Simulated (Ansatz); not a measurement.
This script makes an equation of state with a fit of TiAl, space group P-6m2 with Ansatz 0.2.0, Python API.

`eos_tial.py`
```python
"""Equation of state of TiAl."""

import ansatz as az
import numpy as np
from scipy.optimize import curve_fit

VECTORS = np.array([
    [2.867262, 0.0, 0.0],
    [-1.433631, 2.483122, 0.0],
    [0.0, 0.0, 4.678083],
])
SITES = [
    ("Ti", [0.0, 0.0, 0.0]),
    ("Al", [1 / 3, 2 / 3, 0.5]),
]


def make_crystal(cell):
    crystal = az.Crystal(lattice=az.Lattice.of(cell))
    for symbol, position in SITES:
        crystal = crystal.atom(symbol, position)
    return crystal

def vinet(v, e0, v0, b0, b1):
    eta = (v / v0) ** (1 / 3)
    return e0 + 2 * b0 * v0 / (b1 - 1) ** 2 * (2 - (5 + 3 * b1 * (eta - 1) - 3 * eta) * np.exp(-1.5 * (b1 - 1) * (eta - 1)))


def main() -> None:
    # scale the volume, keep shape and fractions
    volumes, energies, pressures = [], [], []
    for scale in np.linspace(0.88, 1.12, 7):
        cell = VECTORS * scale ** (1 / 3)
        job = (
            make_crystal(cell).calculation()
            .scf(tolerance=1e-10)
            .functional("r2scan")
            .occupations(az.OccupationsMethod.FERMI_DIRAC, width=0.15)
            .basis(600)
            .kpoints(12, 12, 6)
            .stress()
        )
        r = job.run().report
        volumes.append(abs(np.linalg.det(cell)) / len(SITES))
        energies.append(r["free_energy_ev"] / len(SITES))
        pressures.append(np.trace(r["stress_gpa"]) / 3)
        print(f"V = {volumes[-1]:8.4f} A^3/atom  F = {energies[-1]:.5f} eV/atom  P = {pressures[-1]:8.3f} GPa")

    guess = (min(energies), volumes[int(np.argmin(energies))], 0.5, 4.5)
    (e0, v0, b0, b1), _ = curve_fit(vinet, np.array(volumes), np.array(energies), p0=guess, maxfev=20000)
    print(f"Vinet fit: V0 = {v0:.4f} A^3/atom, B0 = {160.21766 * b0:.1f} GPa, B1 = {b1:.2f}")
    print("largest residual", round(1000 * float(np.abs(vinet(np.array(volumes), e0, v0, b0, b1) - energies).max()), 3), "meV/atom")


if __name__ == "__main__":
    main()
```

From its runs, with one value withheld:

| V (Å³/atom) | F less the lowest row shown (meV/atom) |
| --- | --- |
| 14.655 | 90.16 |
| 15.321 | 34.77 |
| 15.987 | 6.27 |
| 16.653 | 0.00 |
| 17.320 | 12.09 |
| 17.986 | 39.31 |
| 18.652 | ? |

What is the missing energy at 18.652 Å³ an atom?

A third-order Birch-Murnaghan fit, E = E0 + (9 V0 B0 / 16) [(t - 1)³ B' + (t - 1)² (6 - 4t)] with t = (V0/V)^(2/3), through the 6 rows shown gives V0 = 16.529 Å³, B0 = 113.1 GPa, B' = 3.72 and E0 = -0.32 meV. At V = 18.652 Å³, t = 0.92260, and the fit extrapolates to 79.13 meV. The run gave 78.96 meV, a miss of 0.17 meV.

Notes:
- Shape and fractional positions are held along the curve, so the bulk modulus is an upper value where they are free to relax, by a factor of two or more in layered or hydrogen-bonded cells.
- For a metal this k-point mesh is coarse: on a finer one energies can move by several to tens of meV an atom and pressures by half a GPa or more, differences at one mesh by less.
- Pressure is positive in compression.
- The structure comes from a database of computed cells and needn't be a stable or known phase.
- Hardware and time: 58 s on 1 thread of Arm Neoverse V2, on a shared host, peak memory 0.58 GiB.
